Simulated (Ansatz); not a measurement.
# A workflow on CH5BN2 (SMILES B1NCN1)

Aim: a series of 18 runs (HF/STO-3G, UHF/STO-3G, HF/3-21G, UHF/3-21G, HF/6-31G*, UHF/6-31G*, B3LYP/6-31G*, PBE/def2-SVP, and more) of CH5BN2. 

Program for the calculation: Ansatz 0.2.0.

### Step 1. Starting point

CH5BN2 has 9 atoms, charge 0, and is taken as a singlet. As SMILES, `B1NCN1`. The shape is that of a PBE0-D4/def2-TZVP optimisation. The run starts from this shape.

Bond lengths: B1–N2 1.430 Å, N2–C3 1.458 Å, B1–N4 1.430 Å, C3–N4 1.458 Å, B1–H5 1.191 Å, N2–H6 1.003 Å, C3–H7 1.097 Å, C3–H8 1.097 Å, N4–H9 1.003 Å. Some angles: B1–N2–C3 88.7°, N2–B1–N4 92.5°, N2–C3–N4 90.2°, B1–N4–C3 88.7°, B1–N2–H6 135.4°, C3–N2–H6 124.3°, N2–B1–H5 133.7°, N4–B1–H5 133.8°, N2–C3–H7 113.7°, N2–C3–H8 114.4°.

### Step 2. A structure relaxation at HF/STO-3G (start density atoms) (run 1)

The input, molecule.yaml:

```yaml
basis:
  gaussian: {orbitals: STO-3G}
crystal:
  periodic: [false, false, false]
  atoms:
    - symbol: B
      position_ang: [-0.538100, 0.903800, -0.424200]
    - symbol: "N"
      position_ang: [0.763900, 0.350100, -0.630900]
    - symbol: C
      position_ang: [0.430100, -0.702400, 0.322000]
    - symbol: N
      position_ang: [-0.891500, -0.116200, 0.513500]
    - symbol: H
      position_ang: [-1.109600, 1.851900, -0.864600]
    - symbol: H
      position_ang: [1.686500, 0.722000, -0.761500]
    - symbol: H
      position_ang: [0.420000, -1.707100, -0.117100]
    - symbol: H
      position_ang: [1.046900, -0.704100, 1.228600]
    - symbol: H
      position_ang: [-1.719800, -0.644400, 0.717000]
hamiltonian: {xc: hf}
output: {orbitals: {seedname: orbitals}}
relax: {f_tol: 0.002}
total_charge: 0
```

Command:

```console
$ ansatz run molecule.yaml --threads 1 --pin off --max-ram 3480MiB --events-out events.jsonl --progress --plain --runs-dir runs
```

The program printed:

```text
Warning: RAYON_NUM_THREADS=1 ignored (pool sized by the plan → 1); use --threads N
The last accepted step is kept in runs//last_step.txt (removed where the run ends without a failure and the disk answers)
[... 62 lines left out ...]
Total energy: -4685.82104709 eV, -172.2007473170 hartree
[... 9 lines left out ...]
Dipole moment:     0.107442    -0.178248     0.082849 e Å
```

It took 4.5 s on 1 thread of Arm Neoverse V2, shared host; peak memory 0.1 GiB.

The path in brief:

```
step  energy from the first frame kept (eV)  largest force (eV/Å)
   1                                 0.0000                1.9235
   2                                -0.0829                0.2543
   3                                -0.0845                0.0679
   4                                -0.0846                0.0125
   5                                -0.0846                0.0069
   6                                -0.0846                0.0095
   7                                -0.0846                0.0035
   8                                -0.0846                0.0003
```

After the run. Bond lengths: B1–N2 1.422 Å, N2–C3 1.480 Å, B1–N4 1.422 Å, C3–N4 1.480 Å, B1–H5 1.157 Å, N2–H6 1.019 Å, C3–H7 1.098 Å, C3–H8 1.098 Å, N4–H9 1.019 Å. Some angles: B1–N2–C3 90.3°, N2–B1–N4 92.0°, N2–C3–N4 87.4°, B1–N4–C3 90.3°, B1–N2–H6 135.5°, C3–N2–H6 123.4°, N2–B1–H5 134.0°, N4–B1–H5 134.0°, N2–C3–H7 114.3°, N2–C3–H8 115.2°.

### Step 3. The harmonic vibrations at HF/STO-3G (start density atoms) (run 2)

The input, input.yaml:

```yaml
crystal:
  periodic: [false, false, false]
  atoms:
    - {symbol: B, position_ang: [-0.546353, 0.917507, -0.430544]}
    - {symbol: N, position_ang: [0.747555, 0.363680, -0.630558]}
    - {symbol: C, position_ang: [0.440486, -0.719608, 0.329978]}
    - {symbol: "N", position_ang: [-0.892947, -0.100223, 0.499511]}
    - {symbol: H, position_ang: [-1.101175, 1.837945, -0.858111]}
    - {symbol: H, position_ang: [1.684419, 0.737753, -0.774195]}
    - {symbol: H, position_ang: [0.436855, -1.725655, -0.109126]}
    - {symbol: H, position_ang: [1.054754, -0.726575, 1.239694]}
    - {symbol: H, position_ang: [-1.735192, -0.631224, 0.716152]}
basis:
  gaussian: {orbitals: STO-3G}
phonons: {temperatures: {t_min: 298.15, t_max: 298.15, t_step: 1}}
magnetization: {spin_polarized: false}
hamiltonian: {xc: hf}
```

Command:

```console
$ ansatz run input.yaml --threads 1 --pin off --max-ram 3480MiB --events-out events.jsonl --progress --plain --runs-dir runs
```

The program printed:

```text
Warning: RAYON_NUM_THREADS=1 ignored (pool sized by the plan → 1); use --threads N
[... 295 lines left out ...]
Total energy: -4685.82105692 eV, -172.2007476782 hartree
[... 9 lines left out ...]
Dipole moment:     0.107442    -0.178248     0.082849 e Å
Vibrations: 190.86 475.25 489.16 989.93 1047.36 1085.55 1179.61 1181.30 1250.24 1299.87 1368.13 1389.31 1477.41 1636.69 1680.68 1833.58 3304.82 3551.58 3672.40 4120.62 4120.65 cm⁻¹, zero-point energy 2.315094 eV
```

Run time: 14 s. Hardware: 1 thread of Arm Neoverse V2, shared host.

Runs 3 to 13 aren't shown in full; the table further down has their settings and results.

### Step 4. Vibrational wavenumbers at B3LYP/6-31G(d) (Cartesian functions, start density atoms) (run 14)

The input, in.yaml:

```yaml
crystal:
  periodic: [false, false, false]
  atoms:
    - symbol: B
      position_ang: [-0.540831, 0.908347, -0.426280]
    - symbol: N
      position_ang: [0.762331, 0.341801, -0.653341]
    - symbol: C
      position_ang: [0.433219, -0.707550, 0.324385]
    - symbol: N
      position_ang: [-0.892301, -0.103923, 0.534205]
    - symbol: H
      position_ang: [-1.112542, 1.856808, -0.866875]
    - symbol: H
      position_ang: [1.687681, 0.735811, -0.747410]
    - symbol: H
      position_ang: [0.411240, -1.719658, -0.104710]
    - symbol: H
      position_ang: [1.065577, -0.708023, 1.223881]
    - symbol: H
      position_ang: [-1.725974, -0.650013, 0.698945]
basis:
  gaussian: {orbitals: "6-31G*"}
hamiltonian: {xc: {name: B3LYP}}
phonons: {temperatures: {t_min: 298.15, t_max: 298.15, t_step: 1}}
```

Command:

```console
$ ansatz run in.yaml --threads 1 --pin off --max-ram 3480MiB --events-out events.jsonl --progress --plain --runs-dir runs
```

The program printed:

```text
Warning: RAYON_NUM_THREADS=1 ignored (pool sized by the plan → 1); use --threads N
[... 296 lines left out ...]
Total energy: -4775.28250748 eV, -175.4883953471 hartree
[... 9 lines left out ...]
Dipole moment:     0.142353    -0.236161     0.109721 e Å
Vibrations: 344.06 445.67 537.57 826.71 894.38 918.11 980.06 981.86 1088.02 1144.99 1166.56 1186.21 1240.49 1351.84 1426.17 1556.89 2705.78 3016.42 3055.11 3626.11 3632.08 cm⁻¹, zero-point energy 1.991502 eV
```

Wall time 77 s (1 thread of Arm Neoverse V2, shared host); peak memory 0.13 GiB.

Runs 15 to 17 aren't shown in full; the table further down has their settings and results.

### Step 5. Vibrational wavenumbers at MP2/6-31G(d) (Cartesian functions, start density atoms) (run 18)

The input, run.yaml:

```yaml
crystal:
  periodic: [false, false, false]
  atoms:
    - {symbol: B, position_ang: [-0.539492, 0.906028, -0.425315]}
    - {symbol: N, position_ang: [0.764172, 0.341377, -0.651502]}
    - {symbol: C, position_ang: [0.432994, -0.707243, 0.324168]}
    - {symbol: "N", position_ang: [-0.892260, -0.106457, 0.533816]}
    - {symbol: H, position_ang: [-1.111084, 1.854308, -0.865814]}
    - {symbol: H, position_ang: [1.689795, 0.735904, -0.749851]}
    - {symbol: H, position_ang: [0.410496, -1.715607, -0.107748]}
    - {symbol: H, position_ang: [1.061767, -0.704688, 1.223330]}
    - {symbol: H, position_ang: [-1.727988, -0.650020, 0.701715]}
basis:
  gaussian:
    orbitals: "6-31G*"
magnetization:
  spin_polarized: false
  initial_magnetization: 0
correlation:
  method: mp2
phonons:
  temperatures:
    t_min: 298.15
    t_max: 298.15
    t_step: 1
```

Command:

```console
$ ansatz run run.yaml --threads 1 --pin off --max-ram 3480MiB --events-out events.jsonl --progress --plain --runs-dir runs
```

The program printed:

```text
Warning: RAYON_NUM_THREADS=1 ignored (pool sized by the plan → 1); use --threads N
[... 26 lines left out ...]
4 core orbitals not correlated: weight in the atoms' cores, before any rotation towards them, 1.000 or more for the frozen orbitals, at most 0.000 for the correlated occupied ones
[... 130 lines left out ...]
4 core orbitals not correlated: weight in the atoms' cores, before any rotation towards them, 1.000 or more for the frozen orbitals, at most 0.000 for the correlated occupied ones
[... 130 lines left out ...]
4 core orbitals not correlated: weight in the atoms' cores, before any rotation towards them, 1.000 or more for the frozen orbitals, at most 0.000 for the correlated occupied ones
[... 129 lines left out ...]
Dipole moment:     0.147569    -0.244886     0.113801 e Å
[... 1 line left out ...]
Checks for a lower state left out: cluster_reference
```

It took 76 s on 1 thread of Arm Neoverse V2, shared host; peak memory 0.14 GiB.

### Step 6. All runs side by side

```
run                                                    level         task  walk f tol  partner  energy (Eh)  dipole moment (D)  wall time
  1                          HF/STO-3G (start density atoms)     optimise       0.002     base  -172.200747               1.08      4.5 s
  2                          HF/STO-3G (start density atoms)  frequencies           –     base  -172.200748               1.08       14 s
  3                         UHF/STO-3G (start density atoms)       energy           –   cation  -171.976557                  –     0.18 s
  4                         UHF/STO-3G (start density atoms)     optimise           –   cation  -172.004954                  –      7.8 s
  5                           HF/3-21G (start density atoms)     optimise       0.002     base  -173.414479               1.45      4.2 s
  6                           HF/3-21G (start density atoms)  frequencies           –     base  -173.414479               1.45       16 s
  7                          UHF/3-21G (start density atoms)       energy           –   cation  -173.134553                  –      0.8 s
  8                          UHF/3-21G (start density atoms)     optimise           –   cation  -173.148048                  –       11 s
  9     HF/6-31G* (Cartesian functions, start density atoms)     optimise       0.002     base  -174.377484               1.17      8.1 s
 10     HF/6-31G* (Cartesian functions, start density atoms)  frequencies           –     base  -174.377484               1.17       40 s
 11    UHF/6-31G* (Cartesian functions, start density atoms)       energy           –   cation  -174.078034                  –      2.7 s
 12    UHF/6-31G* (Cartesian functions, start density atoms)     optimise           –   cation  -174.104223                  –       17 s
 13  B3LYP/6-31G* (Cartesian functions, start density atoms)     optimise       0.002     base  -175.488395               1.43       19 s
 14  B3LYP/6-31G* (Cartesian functions, start density atoms)  frequencies           –     base  -175.488395               1.43       77 s
 15                       PBE/def2-SVP (start density atoms)     optimise       0.002     base  -175.134880               1.64       17 s
 16                       PBE/def2-SVP (start density atoms)  frequencies           –     base  -175.134880               1.64       67 s
 17    MP2/6-31G* (Cartesian functions, start density atoms)     optimise       0.002     base  -174.905761               1.48       13 s
 18    MP2/6-31G* (Cartesian functions, start density atoms)  frequencies           –     base  -174.905761               1.48       76 s
```

### Step 7. Summary of results

| quantity | value |
| --- | --- |
| run 18, MP2/6-31G*: total energy | -174.90576 Eh |
| run 18, MP2/6-31G*: dipole moment (correlated density) | 1.48 D |
| run 18, MP2/6-31G*: correlation energy (4 core orbitals frozen) | -529.3 mEh |
| run 18, MP2/6-31G*: largest force on an atom | 0.002 eV/Å |
| run 18, MP2/6-31G*: lowest harmonic wavenumber | 328 cm⁻¹ |
| run 18, MP2/6-31G*: highest harmonic wavenumber | 3678 cm⁻¹ |
| run 18, MP2/6-31G*: zero-point energy | 195.6 kJ/mol |
| vertical ionisation energy (to the doublet cation), HF/STO-3G | 6.101 eV |
| vertical ionisation energy (to the doublet cation), HF/3-21G | 7.617 eV |
| vertical ionisation energy (to the doublet cation), HF/6-31G* | 8.148 eV |
| adiabatic ionisation energy (to the doublet cation, no zero-point term), HF/STO-3G | 5.328 eV |
| adiabatic ionisation energy (to the doublet cation, no zero-point term), HF/3-21G | 7.250 eV |
| adiabatic ionisation energy (to the doublet cation, no zero-point term), HF/6-31G* | 7.436 eV |

In words: At HF/STO-3G: the vertical ionisation energy comes to 6.10 eV (141 kcal/mol). Its partner is spin-contaminated (⟨S²⟩ = 0.94 against 0.75), so the difference is in doubt. In a minimal basis such a difference can be off by several eV, whatever the method. At HF/3-21G: removing an electron at fixed nuclei costs 7.62 eV (176 kcal/mol). Its partner is spin-contaminated (⟨S²⟩ = 0.90 against 0.75), so the difference is in doubt. At HF/6-31G*: the vertical ionisation energy comes to 8.15 eV (786 kJ/mol). Totals of different functionals can't be ranked against each other. In runs 1, 2, 3, 4 the basis is minimal, so the values are rough. Spin contamination of the reference: run 3 ⟨S²⟩ = 0.94, run 7 ⟨S²⟩ = 0.90. All runs together took 6.6 min, the longest 77 s.
